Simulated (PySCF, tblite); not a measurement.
# H₉NO₃Si₃: geometry, infrared bands and NMR shifts

Aim: predict the infrared bands and NMR shifts of H₉NO₃Si₃ (`N[SiH2]O[Si@@H](O)O[SiH3]`).

Computed with tblite 0.8.0 and PySCF 2.14.0, with density-fitted response routines of our own, on a single molecule in the gas phase. Atoms count from 0, in the outputs and in this text.

**1. Starting geometry**

16 atoms, charge 0, multiplicity 1; geometry from: force field or distance geometry start.

Bonds of the start (Å): N0–Si1 1.76, Si1–O2 1.70, O2–Si3 1.69, Si3–O4 1.68, Si3–O5 1.71, O5–Si6 1.72, N0–H7 1.04, N0–H8 1.06, Si1–H9 1.49, Si1–H10 1.47, Si3–H11 1.48, O4–H12 1.00, Si6–H13 1.47, Si6–H14 1.49, Si6–H15 1.45.

**2. Geometry optimisation with GFN2-xTB**

Job settings and geometry (Å):

```
{"job": {"kind": "relax", "xc": "GFN2-xTB", "basis": "xTB"}, "charge": 0, "multiplicity": 1}
N     -2.761300     0.102000    -0.964900
Si    -2.096900    -0.657200     0.475000
O     -0.536900    -0.144500     0.910500
Si     0.613000    -0.159800    -0.326400
O      0.005600    -0.310200    -1.888800
O      1.541200     1.272200    -0.189600
Si     2.866900     0.933400     0.849200
H     -2.181000     0.923200    -1.211200
H     -3.743300     0.423400    -0.736900
H     -2.987400    -0.281900     1.610600
H     -2.233900    -2.114200     0.331400
H      1.538800    -1.289600    -0.090600
H      0.239300    -1.197600    -2.276600
H      3.011100    -0.523600     0.973900
H      2.647800     1.489300     2.210700
H      4.069700     1.544100     0.312300
```

The run is started by

```sh
> OMP_NUM_THREADS=1 python probes_run.py task.json out
```

The driver reads the jobs from task.json and runs them one after another.

**Question.** This job is followed by: GFN2-xTB harmonic vibrations, gas phase; GIAO PBE0/pcSseg-1 NMR shielding, non-relativistic, gas phase. What will the session give for the following? strongest single infrared mode (GFN2-xTB); zero-point energy (GFN2-xTB); 1H shifts against TMS (PBE0/pcSseg-1, means over atoms taken as alike); 15N shifts against NH3 (PBE0/pcSseg-1); 29Si shifts against TMS (PBE0/pcSseg-1); 17O shifts against H2O (PBE0/pcSseg-1); surface potential, 1st and 99th percentile.

The runs gave:

| quantity | value |
| --- | --- |
| strongest single infrared mode (GFN2-xTB) | 1118 cm⁻¹, 648 km/mol |
| zero-point energy (GFN2-xTB) | 61.0 kcal/mol |
| 1H shifts against TMS (PBE0/pcSseg-1, means over atoms taken as alike) | 5.63, 5.23, 5.13, 4.35, 2.16, 0.33 ppm |
| 15N shifts against NH3 (PBE0/pcSseg-1) | 20.1 ppm |
| 29Si shifts against TMS (PBE0/pcSseg-1) | -33.0, -47.1, -70.5 ppm |
| 17O shifts against H2O (PBE0/pcSseg-1) | 82.6, 61.2, 47.1 ppm |
| surface potential, 1st and 99th percentile | -1.35 V and 2.17 V |

In words: Relaxing lowered the energy by 1.721 eV in 299 steps; the close pair that moved most is O5–Si6, from 1.718 to 1.614 Å. All 42 modes are real, so the xTB geometry is a minimum. The strongest single mode, at 1118 cm⁻¹, moves mainly O5. GFN2-xTB is a fitted tight-binding method: band positions and strengths are rough. Its intensities can rank the bands wrongly. At PBE0/pcSseg-1: The largest span, 103 ppm, is at Si6, where the paramagnetic term is -484 ppm.
